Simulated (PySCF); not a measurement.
**C5H8NO3−: electronic structure in real space**

Aim: take C5H8NO3− and see where an electron leaves and enters, compute its lowest excited states and analyse its density (charges, bond critical points, surface potential).

Computed with PySCF 2.14.0. Level: levels as typed in each script, gas phase, geometry from GFN2-xTB.

## 1. Where the work starts

SMILES `C=NCOC(C)C(=O)[O-]`, 17 atoms, charge -1, spin multiplicity 1.

Bond lengths: C1–N2 1.254 Å, C1–H10 1.088 Å, C1–H11 1.083 Å, N2–C3 1.434 Å, C3–O4 1.396 Å, C3–H12 1.103 Å, C3–H13 1.100 Å, O4–C5 1.441 Å, C5–C6 1.519 Å, C5–C7 1.602 Å, C5–H14 1.105 Å, C6–H15 1.088 Å, C6–H16 1.090 Å, C6–H17 1.088 Å, C7–O8 1.235 Å, C7–O9 1.238 Å. Angles: N2–C1–H10 125.0°, N2–C1–H11 117.6°, H10–C1–H11 117.4°, C1–N2–C3 120.7°, N2–C3–O4 117.3°, N2–C3–H12 105.8°, N2–C3–H13 106.0°, O4–C3–H12 107.5°, O4–C3–H13 111.4°, H12–C3–H13 108.5°, C3–O4–C5 115.4°, O4–C5–C6 106.9°, O4–C5–C7 112.6°, O4–C5–H14 107.5°, C6–C5–C7 111.6°, C6–C5–H14 110.9°, C7–C5–H14 107.3°, C5–C6–H15 108.5° and more.

Geometry (Å):

```
C    -1.9307   -0.3961   -1.1662
N    -2.2572   -0.0461   -0.0073
C    -1.3665    0.7350    0.8006
O    -0.2699    1.3183    0.1636
C     0.9909    0.6515    0.3694
C     1.9684    1.2372   -0.6347
C     0.8782   -0.9401    0.2223
O     1.0565   -1.3962   -0.9114
O     0.6237   -1.5276    1.2821
H    -0.9869   -0.1515   -1.6491
H    -2.6328   -1.0044   -1.7225
H    -1.9787    1.5506    1.2210
H    -1.0489    0.0772    1.6229
H     1.3135    0.8645    1.4048
H     1.7751    0.7869   -1.6066
H     1.8473    2.3185   -0.7025
H     2.9880    0.9998   -0.3393
```

## 2. Removing and adding an electron (PBE0/6-31+g*)

input.py

```python
import numpy as np
from pyscf import gto, scf, dft
from pyscf.scf import atom_ks, atom_hf
from scipy.linalg import block_diag

def solve(mol, dm0=None, hcore=None):
    mf = (dft.UKS if mol.spin else dft.RKS)(mol, xc='pbe0')
    mf.grids.level = 3
    mf = mf.density_fit(auxbasis='def2-universal-jkfit')
    mf.conv_tol, mf.max_cycle = 1e-8, 80
    if hcore is not None:
        mf.get_hcore = lambda *args: hcore
    mf.kernel(dm0)
    if not mf.converged:
        mf = mf.newton().run(mf.mo_coeff, mf.mo_occ, max_cycle=30)
    assert mf.converged, 'SCF not converged'
    return mf

mol = gto.M(atom='''
C     -1.93070    -0.39609    -1.16624
N     -2.25725    -0.04607    -0.00730
C     -1.36646     0.73496     0.80060
O     -0.26994     1.31832     0.16359
C      0.99094     0.65154     0.36937
C      1.96837     1.23718    -0.63472
C      0.87821    -0.94012     0.22226
O      1.05646    -1.39620    -0.91138
O      0.62372    -1.52759     1.28214
H     -0.98687    -0.15153    -1.64909
H     -2.63284    -1.00440    -1.72252
H     -1.97868     1.55059     1.22102
H     -1.04892     0.07716     1.62290
H      1.31348     0.86445     1.40479
H      1.77513     0.78689    -1.60662
H      1.84728     2.31848    -0.70254
H      2.98801     0.99976    -0.33927
''', basis='6-31+g*', charge=-1, spin=0, verbose=4)
mf = solve(mol)
out = dict(e0=mf.e_tot, dm0=mf.make_rdm1(), c=mf.mo_coeff, occ=mf.mo_occ, eps=mf.mo_energy)
for name, dq, spin in [('cation', 1, 1)]:
    ion = mol.copy().set(charge=mol.charge + dq, spin=spin).build()
    mi = solve(ion)
    if spin and dq > 0 and mol.nao < 130:
        c, _, stable, _ = mi.stability(return_status=True)
        if not stable:
            mi = solve(ion, mi.make_rdm1(c, mi.mo_occ))
    print(name, 'vertical energy change / eV', (mi.e_tot - mf.e_tot) * 27.211386)
    out.update({'e_' + name: mi.e_tot, 'dm_' + name: mi.make_rdm1(), 's2_' + name: mi.spin_square()[0], 'eps_' + name: mi.mo_energy, 'occ_' + name: mi.mo_occ})
# spherically averaged free atoms, for the promolecule
atm = atom_ks.get_atm_nrks(mol, xc='pbe0')
pro = block_diag(*[(atm[a[0]][2] * atm[a[0]][3]) @ atm[a[0]][2].T for a in mol._atom])
np.savez('result.npz', pro=pro, **out)
```

The run is started by

```console
$ OMP_NUM_THREADS=1 python input.py
```

## 4. Excited states (LC-wPBE/def2-svp)

input.py

```python
import numpy as np
from pyscf import gto, scf, dft, tdscf
from pyscf.scf import atom_ks, atom_hf
from scipy.linalg import block_diag

def solve(mol, dm0=None, hcore=None):
    mf = (dft.UKS if mol.spin else dft.RKS)(mol, xc='lc_wpbe')
    mf.grids.level = 3
    mf = mf.density_fit(auxbasis='def2-universal-jkfit')
    mf.conv_tol, mf.max_cycle = 1e-8, 80
    if hcore is not None:
        mf.get_hcore = lambda *args: hcore
    mf.kernel(dm0)
    if not mf.converged:
        mf = mf.newton().run(mf.mo_coeff, mf.mo_occ, max_cycle=30)
    assert mf.converged, 'SCF not converged'
    return mf

mol = gto.M(atom='''
C     -1.93070    -0.39609    -1.16624
N     -2.25725    -0.04607    -0.00730
C     -1.36646     0.73496     0.80060
O     -0.26994     1.31832     0.16359
C      0.99094     0.65154     0.36937
C      1.96837     1.23718    -0.63472
C      0.87821    -0.94012     0.22226
O      1.05646    -1.39620    -0.91138
O      0.62372    -1.52759     1.28214
H     -0.98687    -0.15153    -1.64909
H     -2.63284    -1.00440    -1.72252
H     -1.97868     1.55059     1.22102
H     -1.04892     0.07716     1.62290
H      1.31348     0.86445     1.40479
H      1.77513     0.78689    -1.60662
H      1.84728     2.31848    -0.70254
H      2.98801     0.99976    -0.33927
''', basis='def2-svp', charge=-1, spin=0, verbose=4)
mf = solve(mol)
td = mf.TDA()
td.nstates, td.singlet, td.conv_tol = 5, True, 1e-5
td.kernel()
td.analyze()
x, y = np.array([p[0] for p in td.xy]), np.array([p[1] + 0 * p[0] for p in td.xy])
f, mu = td.oscillator_strength(), td.transition_dipole()
nto = [td.get_nto(state=i + 1, verbose=4) for i in range(len(td.e))]
# spherically averaged free atoms, for the promolecule
atm = atom_ks.get_atm_nrks(mol, xc='lc_wpbe')
pro = block_diag(*[(atm[a[0]][2] * atm[a[0]][3]) @ atm[a[0]][2].T for a in mol._atom])
np.savez('result.npz', e=td.e, f=f, ok=td.converged, w=[n[0] for n in nto], nto=[n[1] for n in nto], x=x, y=y, c=mf.mo_coeff, occ=mf.mo_occ, eps=mf.mo_energy, pro=pro, mu=mu)
```

## 6. Density, bond paths and surface potential (M06-2X/6-311+g**)

input.py

```python
import numpy as np
from pyscf import gto, scf, dft
from pyscf.scf import atom_ks, atom_hf
from scipy.linalg import block_diag

def solve(mol, dm0=None, hcore=None):
    mf = (dft.UKS if mol.spin else dft.RKS)(mol, xc='m062x')
    mf.grids.level = 3
    mf = mf.density_fit(auxbasis='def2-universal-jkfit')
    mf.conv_tol, mf.max_cycle = 1e-8, 80
    if hcore is not None:
        mf.get_hcore = lambda *args: hcore
    mf.kernel(dm0)
    if not mf.converged:
        mf = mf.newton().run(mf.mo_coeff, mf.mo_occ, max_cycle=30)
    assert mf.converged, 'SCF not converged'
    return mf

mol = gto.M(atom='''
C     -1.93070    -0.39609    -1.16624
N     -2.25725    -0.04607    -0.00730
C     -1.36646     0.73496     0.80060
O     -0.26994     1.31832     0.16359
C      0.99094     0.65154     0.36937
C      1.96837     1.23718    -0.63472
C      0.87821    -0.94012     0.22226
O      1.05646    -1.39620    -0.91138
O      0.62372    -1.52759     1.28214
H     -0.98687    -0.15153    -1.64909
H     -2.63284    -1.00440    -1.72252
H     -1.97868     1.55059     1.22102
H     -1.04892     0.07716     1.62290
H      1.31348     0.86445     1.40479
H      1.77513     0.78689    -1.60662
H      1.84728     2.31848    -0.70254
H      2.98801     0.99976    -0.33927
''', basis='6-311+g**', charge=-1, spin=0, verbose=4)
mf = solve(mol)
mf.analyze()
# spherically averaged free atoms, for the promolecule
atm = atom_ks.get_atm_nrks(mol, xc='m062x')
pro = block_diag(*[(atm[a[0]][2] * atm[a[0]][3]) @ atm[a[0]][2].T for a in mol._atom])
np.savez('result.npz', e=mf.e_tot, c=mf.mo_coeff, occ=mf.mo_occ, eps=mf.mo_energy, pro=pro, dip=mf.dip_moment(verbose=0), s2=mf.spin_square()[0])
```

(Steps that only read results are left out.)

What does the calculation give? Wanted: vertical ionisation energy; lowest singlet excitation; dipole moment; HOMO, LUMO.

The runs gave:

| quantity | value |
| --- | --- |
| vertical ionisation energy (PBE0/6-31+g*) | 3.73 eV |
| lowest singlet excitation (LC-wPBE/def2-svp) | 5.30 eV |
| dipole moment (M06-2X/6-311+g**) | 5.35 D |
| HOMO, LUMO (M06-2X/6-311+g**) | -3.27, 3.36 eV |

What this shows: The ionisation energy from two SCF runs, 3.73 eV, lies 2.0 eV above −ε(HOMO) = 1.76 eV of the same level, PBE0/6-31+g*, since self-interaction lifts this functional's HOMO. At M06-2X/6-311+g**: The highest Hirshfeld charge is on C7 (+0.11 e), the lowest on O9 (−0.42 e). The geometry was not optimised at these levels.
